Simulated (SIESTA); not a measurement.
Input of a SIESTA 5.4.2 run:

The input Dy.fdf:

```
SystemName                      Dy
SystemLabel                     Dy
NumberOfSpecies                 1
NumberOfAtoms                   4
%block ChemicalSpeciesLabel
  1  66 Dy
%endblock ChemicalSpeciesLabel

LatticeConstant                 1.0 Ang
%block LatticeVectors
     3.5777258676     0.0000000000     0.0000000000
    -1.7888629338     3.0984014891     0.0000000000
     0.0000000000     0.0000000000    11.4575979300
%endblock LatticeVectors
AtomicCoordinatesFormat         Fractional
%block AtomicCoordinatesAndAtomicSpecies
     0.6666666667     0.3333333333     0.7500000000  1  Dy
     0.0000000000     0.0000000000     0.5000000000  1  Dy
     0.3333333333     0.6666666667     0.2500000000  1  Dy
     0.0000000000     0.0000000000     0.0000000000  1  Dy
%endblock AtomicCoordinatesAndAtomicSpecies

%block kgrid.MonkhorstPack
    9   0   0  0.0
    0   9   0  0.0
    0   0   3  0.0
%endblock kgrid.MonkhorstPack
XC.Functional                   GGA
XC.Authors                      PBEsol
PAO.BasisSize                   DZP
PAO.EnergyShift                 0.003 Ry
Mesh.Cutoff                     800 Ry
Spin                            polarized
%block DM.InitSpin
    1   0.000
    2   0.000
    3   0.000
    4   0.000
%endblock DM.InitSpin
OccupationFunction              FD
ElectronicTemperature           0.05 eV
MaxSCFIterations                120
SCF.MustConverge                false
SCF.Mixer.Method                Pulay
SCF.Mixer.Weight                0.25
SCF.Mixer.History               8
SCF.DM.Tolerance                5.0e-05
SCF.H.Tolerance                 1.0e-03 eV
WriteForces                     true
Charge.Mulliken                 end
%block SyntheticAtoms
  1
  6 6 5 5
  2.0 0.0 1.0 0.0
%endblock SyntheticAtoms
%block PAO.Basis
  Dy 5
  n=5 0 2
    3.597 0.000
  n=6 0 2
    8.756 0.000
  n=5 1 2
    4.334 0.000
  n=6 1 1
    8.756
  n=5 2 2
    8.548 0.000
%endblock PAO.Basis
```

Potentials or basis: PseudoDojo 3+ lanthanides (4f in the core) (PBE files), DZP (energy shift 0.003 Ry; two zetas on semicore shells).

Launch:

```console
$ siesta < Dy.fdf > Dy.out 2>&1
```

(1) Predict the band gap on the k mesh.

(2) Estimate the pressure.

(3) Estimate the net moment.

## Answers

(1) none (metal or under the smearing width).

(2) -3.0 GPa.

(3) 0.00 μB per cell.

Caveat: the magnetic or orbital state may not be the lowest; the potentials were made for another functional, which shifts forces and pressure; short orbitals over semicore shells can move pressures by several GPa; spin-orbit coupling is left out, which moves the levels of the heavy elements; the 4f electrons are frozen in the core as for a trivalent ion, so they carry no moment and show no levels; the basis of atomic orbitals isn't converged, which shifts pressures, moduli and gaps.
